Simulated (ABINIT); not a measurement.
# Al2Au (Fm-3m) in ABINIT: phonons with PBE

Aim: the phonons of Al2Au with PBE.

Everything below comes from runs of ABINIT 10.8.3 (patched build). Logs are shortened: lines on timing, memory, paths and dates and some standing lists are left out, and cuts for length are marked. The log counts tension as positive stress, the text compression.

## Step 1: Starting point

It takes space group Fm-3m (No. 225, cubic). Conventional cell: a = 6.000 Å, b = 6.000 Å, c = 6.000 Å, α = 90.00°, β = 90.00°, γ = 90.00°. Around Au (site symmetry m-3m) lie 8 Al at 2.60 Å. Around Al (site symmetry -43m) lie 4 Au at 2.60 Å.

## Step 2: Phonons, PBE

File run.abi:

```
# Datasets
ndtset 2

# Pseudopotentials
pp_dirpath "./"
pseudos "Au.GGA_PBE-JTH.xml, Al.GGA_PBE-JTH.xml"

# Structure
acell 4.2426406871 4.2426406871 4.2426406871 Angstrom
rprim
     0.0000000000     0.7071067812     0.7071067812
     0.7071067812     0.0000000000     0.7071067812
     0.7071067812     0.7071067812     0.0000000000
ntypat 2
znucl 79 13
natom 3
typat 1 2 2
xred
            0.0            0.0            0.0
            3/4            3/4            3/4
            1/4            1/4            1/4

# Plane-wave basis
ecut 408.170794 eV
pawecutdg 30.0
pawxcdev 0

# k points
ngkpt 10 10 10
nshiftk 1
shiftk 0.0 0.0 0.0

# Exchange and correlation
ixc 11

# Bands and occupations
nband 17
occopt 6
tsmear 0.2 eV

# SCF cycle
nstep 80

# Output
prteig 0
prtebands 0
prtwf 0
prtden 0
prtpot 0

# Dataset 1: ground state
kptopt1 1
tolvrs1 1.0e-11
prtwf1 1
tolwfr1 1.0e-14
nbdbuf1 4
nline1 6

# Dataset 2: response at q = 0 to atomic displacements
rfphon2 1
rfatpol2 1 3
rfdir2 1 1 1
getwfk2 1
kptopt2 2
nqpt2 1
qpt2 0.0 0.0 0.0
tolvrs2 1.0e-8
```

File mrgddb.in:

```
merged_DDB
Al2Au
2
runo_DS1_DDB
runo_DS2_DDB
```

File anaddb.abi:

```
ddb_filepath "merged_DDB"
output_file "anaddb.abo"
outdata_prefix "ana"
asr 1
chneut 0
dipdip 0
dieflag 0
enunit 0
eivec 1
nph1l 1
qph1l 0.0 0.0 0.0 1.0
```

Potentials or basis: JTH PAW PBE v2.0.

Command:

```console
$ abinit run.abi > log 2>&1
$ mrgddb < mrgddb.in > mrgddb.log 2>&1
$ anaddb anaddb.abi > anaddb.log 2>&1
```

run.abo:

```text
.Version 10.8.3 of ABINIT
 DATASET    1 : space group Fm -3 m (#225); Bravais cF (face-center cubic)
================================================================================
 Values of the parameters that define the memory need for DATASET  1.
     intxc =       0    ionmov =       0      iscf =      17    lmnmax =      18
     lnmax =       6     mgfft =      30  mpssoang =       3    mqgrid =    3001
     natom =       3  nloc_mem =       2    nspden =       1   nspinor =       1
    nsppol =       1      nsym =      48    n1xccc =       1    ntypat =       2
    occopt =       6   xclevel =       2
       mpw =        1031          nfft =       27000          nkpt =          47
 PAW method is used; the additional fine FFT grid is defined by:
   mgfftf=        40    nfftf =     64000
================================================================================
================================================================================

 DATASET    2 : space group Fm -3 m (#225); Bravais cF (face-center cubic)
================================================================================
 Values of the parameters that define the memory need for DATASET  2 (RF).
     intxc =       0      iscf =       7    lmnmax =      18     lnmax =       6
     mgfft =      30  mpssoang =       3    mqgrid =    3001     natom =       3
  nloc_mem =       2    nspden =       1   nspinor =       1    nsppol =       1
      nsym =      48    n1xccc =       1    ntypat =       2    occopt =       6
   xclevel =       2
      nfft =       27000          nkpt =         504
================================================================================
================================================================================

--------------------------------------------------------------------------------
------------- Echo of variables that govern the present computation ------------
--------------------------------------------------------------------------------
 -outvars: echo values of preprocessed input variables --------
            acell      8.0174289493E+00  8.0174289493E+00  8.0174289493E+00 Bohr
              amu      1.96966540E+02  2.69815390E+01
             ecut      1.50000000E+01 Hartree
           getwfk1          0
           getwfk2          1
             iscf1         17
             iscf2          7
                       outvar_i_n : Printing only first  50 k-points.
              ixc          11
           jdtset        1    2
                       outvar_i_n : Printing only first  50 k-points.
           kptopt1          1
           kptopt2          2
         kptrlatt       10    0    0      0   10    0      0    0   10
          kptrlen      8.01742895E+01
            natom           3
            nband1         17
            nband2         17
           nbdbuf1          4
           nbdbuf2          2
           ndtset           2
            ngfft          30      30      30
          ngfftdg          40      40      40
             nkpt1         47
             nkpt2        504
            nline1          6
            nline2          4
             nqpt1          0
             nqpt2          1
            nstep          80
             nsym          48
           ntypat           2
                       prtocc : prtvol=0, do not print more k-points.
           occopt           6
        optdriver1          0
        optdriver2          1
        pawecutdg      3.00000000E+01 Hartree
         pawxcdev           0
           prtden           0
        prtebands           0
           prteig           0
            prtwf1          1
            prtwf2          0
           rfphon1          0
           rfphon2          1
            rprim      0.0000000000E+00  7.0710678120E-01  7.0710678120E-01
                       7.0710678120E-01  0.0000000000E+00  7.0710678120E-01
                       7.0710678120E-01  7.0710678120E-01  0.0000000000E+00
          spgroup         225
           tolvrs1     1.00000000E-11
           tolvrs2     1.00000000E-08
           tolwfr1     1.00000000E-14
           tolwfr2     0.00000000E+00
           tsmear      7.34986444E-03 Hartree
[... 331 lines left out ...]

--------------------------------------------------------------------------------

 dfpt_looppert : total number of electrons, from k and k+q
  fully or partially occupied states are    1.700000E+01 and    1.700000E+01.
 Initialisation of the first-order wave-functions :
  ireadwf=   0

--- !BeginCycle
iteration_state: {dtset: 2, }
solver: {iscf: 7, nstep: 80, nline: 4, wfoptalg: 10, }
tolerances: {tolvrs: 1.00E-08, }
...

     iter   2DEtotal(Ha)        deltaE(Ha) residm    vres2
-ETOT  1   667.09764718176     -5.913E+02 6.114E+00 2.354E+06
 ETOT  2   57.664514239926     -6.094E+02 1.115E+00 1.792E+05
 ETOT  3   6.2188033525722     -5.145E+01 6.695E-01 7.346E+02
 ETOT  4   5.9188951955830     -2.999E-01 2.526E-02 1.105E+02
 ETOT  5   5.8853623542789     -3.353E-02 7.892E-03 3.343E+00
 ETOT  6   5.8841474273870     -1.215E-03 6.783E-04 3.550E-01
 ETOT  7   5.8840419609005     -1.055E-04 2.787E-04 6.113E-02
 ETOT  8   5.8840239355211     -1.803E-05 3.272E-05 6.054E-03
 ETOT  9   5.8840219118888     -2.024E-06 9.833E-06 3.556E-05
 ETOT 10   5.8840218977282     -1.416E-08 2.581E-06 2.551E-05
 ETOT 11   5.8840218766209     -2.111E-08 6.962E-07 1.337E-05
 ETOT 12   5.8840218722330     -4.388E-09 2.140E-07 1.456E-06
 ETOT 13   5.8840218711705     -1.063E-09 5.726E-08 8.075E-09

 At SCF step   13       vres2   =  8.07E-09 < tolvrs=  1.00E-08 =>converged.
================================================================================

 ----iterations are completed or convergence reached----

 Mean square residual over all n,k,spin=   10.505E-11; max=  57.263E-09

 2DEtotal=    0.5884021871E+01 Ha. Also 2DEtotal=    0.160112391816E+03 eV
    (2DErelax=   -1.2525383580E+03 Ha. 2DEnonrelax=    1.2584223799E+03 Ha)
    (  non-var. 2DEtotal :    5.8836077876E+00 Ha)

--------------------------------------------------------------------------------
 Perturbation wavevector (in red.coord.)   0.000000  0.000000  0.000000
 Perturbation : displacement of atom   2   along direction   1
 Found     2 symmetries that leave the perturbation invariant.
 symkpt : the number of k-points, thanks to the symmetries,
 is reduced to   282 .

--------------------------------------------------------------------------------

--------------------------------------------------------------------------------

 dfpt_looppert : total number of electrons, from k and k+q
  fully or partially occupied states are    1.700000E+01 and    1.700000E+01.
 Initialisation of the first-order wave-functions :
  ireadwf=   0

--- !BeginCycle
iteration_state: {dtset: 2, }
solver: {iscf: 7, nstep: 80, nline: 4, wfoptalg: 10, }
tolerances: {tolvrs: 1.00E-08, }
...

     iter   2DEtotal(Ha)        deltaE(Ha) residm    vres2
-ETOT  1   9.5026741211450     -1.527E+01 9.671E-01 2.115E+04
 ETOT  2   4.3962275450735     -5.106E+00 3.544E-02 2.306E+03
 ETOT  3   3.7850397521564     -6.112E-01 9.938E-03 1.013E+01
 ETOT  4   3.7820862866518     -2.953E-03 9.248E-04 3.039E-01
 ETOT  5   3.7819873422452     -9.894E-05 1.770E-04 2.415E-02
 ETOT  6   3.7819812850619     -6.057E-06 3.944E-05 1.659E-03
 ETOT  7   3.7819809302118     -3.549E-07 9.912E-06 3.856E-04
 ETOT  8   3.7819806922741     -2.379E-07 1.673E-06 3.264E-05
 ETOT  9   3.7819806908593     -1.415E-09 5.582E-07 9.636E-06
 ETOT 10   3.7819806785606     -1.230E-08 9.286E-08 2.969E-06
 ETOT 11   3.7819806774349     -1.126E-09 3.185E-08 6.654E-07
 ETOT 12   3.7819806769588     -4.761E-10 5.455E-09 2.565E-08
 ETOT 13   3.7819806769544     -4.391E-12 1.813E-09 4.176E-09

 At SCF step   13       vres2   =  4.18E-09 < tolvrs=  1.00E-08 =>converged.
================================================================================

 ----iterations are completed or convergence reached----

 Mean square residual over all n,k,spin=   40.654E-13; max=  18.129E-10

 2DEtotal=    0.3781980677E+01 Ha. Also 2DEtotal=    0.102912936975E+03 eV
    (2DErelax=   -2.0987655449E+01 Ha. 2DEnonrelax=    2.4769636126E+01 Ha)
    (  non-var. 2DEtotal :    3.7819770662E+00 Ha)

================================================================================

 ---- first-order wavefunction calculations are completed ----

 ==> Compute Derivative Database <==

  Dynamical matrix, in cartesian coordinates,
   if specified in the inputs, asr has been imposed
     j1       j2             matrix element
  dir pert dir pert     real part    imaginary part

   1    1   1    1         0.0880728708        -0.0000000000
   1    1   1    2        -0.0440364354        -0.0000000000
   1    1   1    3        -0.0440364354         0.0000000000

   2    1   2    1         0.0880728708        -0.0000000000
   2    1   2    2        -0.0440364354        -0.0000000000
   2    1   2    3        -0.0440364354         0.0000000000
[... 25 lines left out ...]
   3    3   3    1        -0.0440364005         0.0000000000
   3    3   3    2        -0.0147584298         0.0000000000
   3    3   3    3         0.0587948303        -0.0000000000

  Phonon wavevector (reduced coordinates) :  0.00000  0.00000  0.00000
 Phonon energies in Hartree :
   0.000000E+00  0.000000E+00  0.000000E+00  1.068002E-03  1.068002E-03
   1.068002E-03  1.222890E-03  1.222890E-03  1.222890E-03
 Phonon frequencies in cm-1    :
   0.000000E+00  0.000000E+00  0.000000E+00  2.343995E+02  2.343995E+02
   2.343995E+02  2.683934E+02  2.683934E+02  2.683934E+02

== END DATASET(S) ==============================================================
================================================================================

 -outvars: echo values of variables after computation  --------
            acell      8.0174289493E+00  8.0174289493E+00  8.0174289493E+00 Bohr
           etotal1    -3.8413494089E+01
           etotal2     3.7819806770E+00
            fcart1    -3.8652519752E-32  5.4113527653E-32  3.8652519752E-32
                       3.2081591395E-31 -5.0248275678E-32 -1.3528381913E-31
                      -2.8216339419E-31 -3.8652519752E-33  9.6631299381E-32
            fcart2     0.0000000000E+00  0.0000000000E+00  0.0000000000E+00
                       0.0000000000E+00  0.0000000000E+00  0.0000000000E+00
                       0.0000000000E+00  0.0000000000E+00  0.0000000000E+00
            rprim      0.0000000000E+00  7.0710678120E-01  7.0710678120E-01
                       7.0710678120E-01  0.0000000000E+00  7.0710678120E-01
                       7.0710678120E-01  7.0710678120E-01  0.0000000000E+00
           strten1    -1.1269347927E-04 -1.1269347927E-04 -1.1269347927E-04
                       0.0000000000E+00  0.0000000000E+00  0.0000000000E+00
           strten2     0.0000000000E+00  0.0000000000E+00  0.0000000000E+00
                       0.0000000000E+00  0.0000000000E+00  0.0000000000E+00
           xangst      0.0000000000E+00  0.0000000000E+00  0.0000000000E+00
                       4.5000000001E+00  4.5000000001E+00  4.5000000001E+00
                       1.5000000000E+00  1.5000000000E+00  1.5000000000E+00
             xred      0.0000000000E+00  0.0000000000E+00  0.0000000000E+00
                       7.5000000000E-01  7.5000000000E-01  7.5000000000E-01
                       2.5000000000E-01  2.5000000000E-01  2.5000000000E-01
 Calculation completed.
```

Wall time 7.2 min (1 thread of Intel Xeon Platinum 8488C (Sapphire Rapids), shared host); peak memory 0.82 GiB.

What came out:

| Property | Result |
| --- | --- |
| Free energy | -1045.2844 eV |
| Band gap on the k mesh | none (metal or under the smearing width) |
| Highest phonon frequency at Γ | 268 cm⁻¹ |

Phonon frequencies in cm⁻¹ (negative: imaginary):
| q point | frequencies |
| --- | --- |
| (0.000, 0.000, 0.000) | 0 0 0 234 234 234 268 268 268 |

 Spin-orbit coupling is left out, which matters for the levels of Au.
